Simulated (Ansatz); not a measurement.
# TiGe6As2: the cost of one run

Computed with Ansatz 0.2.0 (DFT PBE, scalar-relativistic, plane waves, PAW, unless a step's input says otherwise).

## Step 1: Starting point

The structure is cubic, space group Fm-3m (No. 225). Conventional cell: a = 8.690 Å, b = 8.690 Å, c = 8.690 Å, α = 90.00°, β = 90.00°, γ = 90.00°. Ti (site symmetry m-3m) is surrounded by 6 Ge at 1.96 Å. Around Ge (site symmetry 4mm) lie 1 Ti at 1.96 Å. Around As (site symmetry -43m) lie 12 Ge at 3.08 Å.

Coordinates:

```
CELL_PARAMETERS angstrom
0.00000 4.34506 4.34506
4.34506 0.00000 4.34506
4.34506 4.34506 0.00000
ATOMIC_POSITIONS crystal
Ti 0.00000 0.00000 0.00000
Ge 0.77446 0.77446 0.22554
Ge 0.22554 0.77446 0.22554
Ge 0.77446 0.22554 0.22554
Ge 0.22554 0.22554 0.77446
Ge 0.77446 0.22554 0.77446
Ge 0.22554 0.77446 0.77446
As 0.75000 0.75000 0.75000
As 0.25000 0.25000 0.25000
```

The cell is invented: species swapped into a database cell of Na2H6Pt (Fm-3m, No. 225), with As on the Na sites, Ge on the H sites and Ti on the Pt sites. Lengths come from tabulated atomic sizes and are only a guess.

## Step 2: Probe: one point on a coarse mesh

input.yaml

```yaml
crystal:
  lattice:
    - [0.0, 4.34505624, 4.34505624]
    - [4.34505624, 0.0, 4.34505624]
    - [4.34505624, 4.34505624, 0.0]
  atoms:
    - { symbol: Ti, position: [0.0, 0.0, 0.0] }
    - { symbol: Ge, position: [0.77446437, 0.77446437, 0.22553563] }
    - { symbol: Ge, position: [0.22553563, 0.77446437, 0.22553563] }
    - { symbol: Ge, position: [0.77446437, 0.22553563, 0.22553563] }
    - { symbol: Ge, position: [0.22553563, 0.22553563, 0.77446437] }
    - { symbol: Ge, position: [0.77446437, 0.22553563, 0.77446437] }
    - { symbol: Ge, position: [0.22553563, 0.77446437, 0.77446437] }
    - { symbol: As, position: [0.75, 0.75, 0.75] }
    - { symbol: As, position: [0.25, 0.25, 0.25] }
basis:
  ecutwfc: 420
kpoints:
  mp_grid: { grid: [4, 4, 4] }
hamiltonian:
  xc: pbe
scf:
  occupations: { method: gaussian, width: 0.1 }
  lower_state_search: "off"
output:
  forces: true
  stress: true
  eigenvalues: true
```

Launch:

```sh
ansatz run input.yaml --threads 1 --pin off --max-ram 2048MiB --backend cpu --events-out ev --progress --plain --runs-dir out
```

What time and memory should one allow on 1 thread of Arm Neoverse V2, shared host?

About 7.2 s, with a peak of 0.49 GiB.
